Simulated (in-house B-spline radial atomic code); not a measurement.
# Cs⁶⁺: excited configurations

Wanted: excitation energies of Cs⁶⁺ as differences of total energies (ΔSCF).

The numbers are computed with in-house B-spline radial atomic code version 1 (Dirac-Hartree-Fock, average of configuration, Fermi nucleus, basis-set limit), except any that are marked as measured or tabulated.

### 1 Starting point

```
element       : caesium (Z = 55)
charge        : +6
electrons     : 49
configuration : [Kr] 4d10 5s2 5p1
Hamiltonian   : Dirac-Coulomb
nucleus       : Fermi, rms radius 4.804 fm
```

Outer shells as boxes (Hund's rule):

[Kr] 4d10 5s2 5p1
```
[Kr] core
4d [↑↓][↑↓][↑↓][↑↓][↑↓]
5s [↑↓]
5p [↑ ][  ][  ]
```

The boxes draw the filling by Hund's rule, which heavy ions in jj coupling don't follow; these runs average over all states of the configuration.

The run's settings:

```ini
Z = 55
electrons = 49.0
configuration = [Kr] 4d10 5s2 5p1
hamiltonian = dirac
method = hf
spin_polarised = False
nucleus = fermi
rms_radius = 4.8041
mass_number = 133
atomic_mass = 132.905451958
speed_of_light = 137.035999084
```

This reference run was done before. Its total energy is -7778.407815 hartree, and its levels are (the highest eight at most):

| orbital | occupation | energy (eV) | <r> (bohr) |
| --- | --- | --- | --- |
| 4s1/2 | 2 | -326.36 | 0.6934 |
| 4p1/2 | 2 | -269.82 | 0.7206 |
| 4p3/2 | 4 | -255.46 | 0.7457 |
| 4d3/2 | 4 | -161.87 | 0.8194 |
| 4d5/2 | 6 | -159.44 | 0.8292 |
| 5s1/2 | 2 | -96.099 | 1.598 |
| 5p1/2 | 0.333333 | -82.524 | 1.736 |
| 5p3/2 | 0.666667 | -80.096 | 1.786 |

### 2 Configuration [Ar] 3d10 4s2 4p5 4d10 5s2 5p1 7g1

The run's settings:

```ini
Z = 55
electrons = 49.0
configuration = [Ar] 3d10 4s2 4p5 4d10 5s2 5p1 7g1
hamiltonian = dirac
method = hf
spin_polarised = False
nucleus = fermi
rms_radius = 4.8041
mass_number = 133
atomic_mass = 132.905451958
speed_of_light = 137.035999084
```

### 3 [Kr] 4d10 5s2 7p1

The settings differ from step 2 so:

```diff
@@ -2,3 +2,3 @@
 electrons = 49.0
-configuration = [Ar] 3d10 4s2 4p5 4d10 5s2 5p1 7g1
+configuration = [Kr] 4d10 5s2 7p1
 hamiltonian = dirac
```

### 4 [Ar] 3d10 4s2 4p5 4d10 5s2 5p1 8d1

The settings differ from step 3 so:

```diff
@@ -2,3 +2,3 @@
 electrons = 49.0
-configuration = [Kr] 4d10 5s2 7p1
+configuration = [Ar] 3d10 4s2 4p5 4d10 5s2 5p1 8d1
 hamiltonian = dirac
```

### 5 Run with [Kr] 4d10 5s2 9s1

The settings differ from step 4 so:

```diff
@@ -2,3 +2,3 @@
 electrons = 49.0
-configuration = [Ar] 3d10 4s2 4p5 4d10 5s2 5p1 8d1
+configuration = [Kr] 4d10 5s2 9s1
 hamiltonian = dirac
```

### 6 Run with [Ar] 3d9 4s2 4p6 4d10 5s2 5p1 9p1

The settings differ from step 5 so:

```diff
@@ -2,3 +2,3 @@
 electrons = 49.0
-configuration = [Kr] 4d10 5s2 9s1
+configuration = [Ar] 3d9 4s2 4p6 4d10 5s2 5p1 9p1
 hamiltonian = dirac
```

### 7 Run with [Ar] 3d10 4s2 4p5 4d10 5s2 5p1 8p1

The settings differ from step 6 so:

```diff
@@ -2,3 +2,3 @@
 electrons = 49.0
-configuration = [Ar] 3d9 4s2 4p6 4d10 5s2 5p1 9p1
+configuration = [Ar] 3d10 4s2 4p5 4d10 5s2 5p1 8p1
 hamiltonian = dirac
```

**Question.** How far above the reference does each configuration lie (order and size, in eV)?

As calculated:

| net move | configuration | energy above the reference (eV) | with Breit, QED, recoil (eV) | largest <r> (bohr) |
| --- | --- | --- | --- | --- |
| 5p → 7p | [Kr] 4d10 5s2 7p1 | 54.053 | 54.018 | 5.31 |
| 5p → 9s | [Kr] 4d10 5s2 9s1 | 66.072 | 66.034 | 9.80 |
| 4p → 8p | [Ar] 3d10 4s2 4p5 4d10 5s2 5p1 8p1 | 238.55 | 238.31 | 7.60 |
| 4p → 8d | [Ar] 3d10 4s2 4p5 4d10 5s2 5p1 8d1 | 241.38 | 241.13 | 8.67 |
| 4p → 7g | [Ar] 3d10 4s2 4p5 4d10 5s2 5p1 7g1 | 243.39 | 243.14 | 8.85 |
| 3d → 9p | [Ar] 3d9 4s2 4p6 4d10 5s2 5p1 9p1 | 802.17 | 801.75 | 10.4 |

Quantum defects of the promoted electron, δ = n − ζ/√(−2ε) with ζ = 7 and ε its orbital energy in hartree:

| promotion | δ |
| --- | --- |
| 5p → 7p | 2.000 |
| 5p → 9s | 2.253 |
| 4p → 8p | 2.069 |
| 4p → 8d | 1.514 |
| 4p → 7g | 0.057 |
| 3d → 9p | 2.059 |

The energies run from 54.053 eV (5p → 7p) to 802.17 eV (3d → 9p). 4 of them lie more than 2 % above the ionisation threshold that Koopmans' theorem gives (80.096 eV), where such states can decay by emitting an electron. Of those tabulated, the defect is largest for 9s (2.25) and least for 7g (0.06): low angular momentum penetrates the core, high angular momentum stays outside it. Two partly filled shells share a symmetry and can mix in the average, which may lower the energy, for: 4p → 8p; 4p → 8d; 4p → 7g; 3d → 9p. These are averages over configurations, without correlation, not spectroscopic levels.
